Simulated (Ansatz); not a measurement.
This script for Ansatz 0.2.0, Python API starts 5 runs on Os, space group P6_3/mmc. What input does the engine get in each?

Script `field.py`:
```python
import ansatz as az
from ase import Atoms
from ase.build import surface
import numpy as np
import pandas as pd

CUTOFF_EV = 450
FILLING = 'methfessel_paxton'
WIDTH_EV = 0.1
KMESH = (7, 7, 1)


def main() -> None:
    atoms = Atoms(
        ['Os', 'Os'],
        scaled_positions=[
            (1 / 3, 2 / 3, 0.25),
            (2 / 3, 1 / 3, 0.75),
        ],
        cell=[
            (2.7341, 0.0, 0.0),
            (-1.36705, 2.3678, 0.0),
            (0.0, 0.0, 4.3197),
        ],
        pbc=True,
    )
    rows = []
    for value in [-0.1, -0.05, 0.0, 0.05, 0.1]:
        slab = surface(atoms, (0, 0, 1), 2, vacuum=6.0)
        slab.pbc = True
        job = (
            az.Crystal.from_ase(slab).calculation()
            .basis(CUTOFF_EV)
            .occupations(FILLING, width=WIDTH_EV)
            .kpoints(*KMESH)
            .electric_field(axis=3, dipole_correction=True, amplitude=value)
        )
        data = job.run(threads=1, pin='off').report
        face = data['work_function']
        rows.append((value, len(slab), data['free_energy_ev'], face['dipole_moment_e_ang'], face.get('phi_plus_ev'), face.get('phi_minus_ev')))

    print(pd.DataFrame(rows, columns=['field (V/A)', 'atoms', 'F (eV)', 'dipole (e A)', 'phi upper (eV)', 'phi lower (eV)']).round(4).to_string(index=False))
    print(f'induced dipole per field: {np.polyfit([row[0] for row in rows], [row[3] for row in rows], 1)[0]:.3f} e A^2/V')


if __name__ == '__main__':
    main()
```

Run 1:
```yaml
crystal:
  lattice:
    - [2.7341, 0.0, 0.0]
    - [-1.36705, 2.3677999999999995, 0.0]
    - [0.0, -0.0, 18.47955]
  atoms:
    - { symbol: Os, position: [0.33333333333333326, 0.6666666666666665, 0.32468323092283097] }
    - { symbol: Os, position: [0.6666666666666665, 0.33333333333333326, 0.441561076974277] }
    - { symbol: Os, position: [0.33333333333333326, 0.6666666666666665, 0.5584389230257231] }
    - { symbol: Os, position: [0.6666666666666665, 0.33333333333333326, 0.6753167690771691] }
basis:
  ecutwfc: 450.0
kpoints:
  mp_grid:
    grid: [7, 7, 1]
efield:
  axis: 3
  amplitude: -0.1
  dipole_correction: true
scf:
  occupations:
    method: methfessel_paxton
    width: 0.1
```

Run 2, against run 1:
```diff
-  amplitude: -0.1
+  amplitude: -0.05
```

Run 3, against run 1:
```diff
-  amplitude: -0.1
+  amplitude: 0.0
```

Run 4, against run 1:
```diff
-  amplitude: -0.1
+  amplitude: 0.05
```

Run 5, against run 1:
```diff
-  amplitude: -0.1
+  amplitude: 0.1
```

Output of `python field.py`:
```text
RunWarning: efield: at this solve's end the planar-averaged density reaches 6.87e-5 e/Å³ inside the ramp window [0.8959, 0.1041] (bound 1e-5 e/Å³); the window's nearer edge stands 4.08 Å from this solve's nearest atom along the axis. Its free energy, forces, stress, dipole, levels and responses can be off, and this figure does not tell by how much. A short vacuum, a low `basis.ecutwfc` or `basis.ecutrho_ratio` and negative occupations (`scf.occupations.method`) can put density there. See the manual's quickstart, § The vacuum guard
 field (V/A)  atoms      F (eV)  dipole (e A)  phi upper (eV)  phi lower (eV)
       -0.10      4 -45535.6761       -0.0360             NaN             NaN
       -0.05      4 -45535.6747       -0.0180             NaN             NaN
        0.00      4 -45535.6743       -0.0000            5.18            5.18
        0.05      4 -45535.6747        0.0181             NaN             NaN
        0.10      4 -45535.6761        0.0360             NaN             NaN
induced dipole per field: 0.360 e A^2/V
```
(Warnings from the package without file and line, repeats left out.)

Reading the output:
- Absolute energies stand on the zero of these potentials, so only differences at equal settings mean something. A total without «per atom» is that of the whole cell that was run.
- The density doesn't vanish in the vacuum (a short gap or a low cutoff), which blurs the vacuum level.
- For a metal this k-point mesh is coarse: on a finer one energies can move by several to tens of meV an atom and pressures by half a GPa or more, differences at one mesh by less.
- Spin-orbit coupling, which matters for elements this heavy, is left out.
- No functional is typed, so the default, PBE, holds.
- The slabs are thin, unrelaxed cuts of the structure as given, on a modest mesh, so the surface energy isn't converged; Miller indices refer to the cell as typed, and unlike faces give only a mean.
- It ran for 21 s on 1 thread of Arm Neoverse V2 (shared host), peak memory 0.46 GiB.
